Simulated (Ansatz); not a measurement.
## the Sr-Ag system: a small convex hull, step by step

Computed with Ansatz's Python interface.

The cells in order, each with its output:

```python
from collections import Counter
import warnings

import ansatz as az
from ase import Atoms
import numpy as np
```

```python
def run_phase(name, crystal):
    calc = (
        crystal.calculation()
        .functional("lda")
        .mixing("broyden", preconditioner="kerker")
        .basis(460)
        .kpoints(spacing=0.26)
        .occupations("gaussian", width=0.05)
    )
    calc = calc.relax(force_tolerance=0.01, fix_cell=["shape"])
    return calc.run(threads=1)
```

```python
def counts(outcome):
    return Counter(site.symbol for site in outcome.lattice.sites)

def formation_energy(outcome, mu):
    n = counts(outcome)
    return (outcome.report["energy_sigma0_ev"] - sum(k * mu[element] for element, k in n.items())) / sum(n.values())
```

```python
warnings.simplefilter("ignore")

phases = {}
sr3ag_pm_3m = (
    az.Lattice.cubic(5.490875)
    .space_group(221)
    .atom("Sr", [0.0, 0.5, 0.5])
    .atom("Ag", [0.0, 0.0, 0.0])
)
phases["Sr3Ag Pm-3m"] = sr3ag_pm_3m
atoms = Atoms(
    ["Sr", "Ag", "Ag", "Ag", "Ag", "Ag"],
    scaled_positions=[
        [0.0, 0.0, 0.0],
        [1 / 3, 2 / 3, 0.0],
        [2 / 3, 1 / 3, 0.0],
        [0.5, 0.0, 0.5],
        [0.5, 0.5, 0.5],
        [0.0, 0.5, 0.5],
    ],
    cell=[
        [5.675, 0.0, 0.0],
        [-2.8375, 4.914694, 0.0],
        [0.0, 0.0, 4.619],
    ],
    pbc=True,
)
srag5_p6_mmm = az.Crystal.from_ase(atoms)
phases["SrAg5 P6/mmm"] = srag5_p6_mmm
sr = (
    az.Lattice.of([0.0, 3.04235, 3.04235], [3.04235, 0.0, 3.04235], [3.04235, 3.04235, 0.0])
    .atom("Sr", [0.0, 0.0, 0.0])
)
phases["Sr"] = sr
ag = (
    az.Lattice.from_parameters(2.888885, 2.888885, 2.888885, alpha=60.0, beta=60.0, gamma=60.0)
    .atom("Ag", [0.0, 0.0, 0.0])
)
phases["Ag"] = ag
```

```python
done = {name: run_phase(name, crystal) for name, crystal in phases.items()}
```

```python
# chemical potentials of the elements at zero temperature
references = {"Sr": "Sr", "Ag": "Ag"}
mu = {element: done[name].report["energy_sigma0_ev"] / len(done[name].lattice.sites) for element, name in references.items()}
points = sorted((counts(o)["Ag"] / len(o.lattice.sites), formation_energy(o, mu), name) for name, o in done.items())
```

```python
# lower hull by a monotone chain
hull = []
for x, e, _ in points:
    while len(hull) > 1 and (hull[-1][0] - hull[-2][0]) * (e - hull[-2][1]) - (hull[-1][1] - hull[-2][1]) * (x - hull[-2][0]) <= 0:
        hull.pop()
    hull.append((x, e))
rows = [(name, x, e, e - np.interp(x, *zip(*hull))) for x, e, name in points]
print("| phase | x(Ag) | E_form (eV/atom) | above hull (eV/atom) |")
print("| --- | --- | --- | --- |")
for row in rows:
    print(f"| {row[0]} | {row[1]:.3f} | {row[2]:.4f} | {row[3]:.4f} |")
print("on the hull of these phases:", ", ".join(row[0] for row in rows if row[3] < 1e-6))
```

    | phase | x(Ag) | E_form (eV/atom) | above hull (eV/atom) |
    | --- | --- | --- | --- |
    | Sr | 0.000 | 0.0000 | 0.0000 |
    | Sr3Ag Pm-3m | 0.250 | 0.0613 | 0.1131 |
    | SrAg5 P6/mmm | 0.833 | -0.1727 | 0.0000 |
    | Ag | 1.000 | 0.0000 | 0.0000 |
    on the hull of these phases: Sr, SrAg5 P6/mmm, Ag

Reading the output:
- The settings weren't tested for convergence.
- Atoms and volume are relaxed with the cell's shape held, which in cells of lower than cubic symmetry can hide stresses and shift volumes.
- The cells come from databases of deposited and of computed structures, and not all need be stable phases.
- Differences under about 40 meV an atom lie within the error of mesh and functional, so such verdicts may flip; only the cells listed enter the hull.
- The whole script took 66 s on 1 thread of Arm Neoverse V2, with other jobs on the host, peak memory 0.51 GiB.
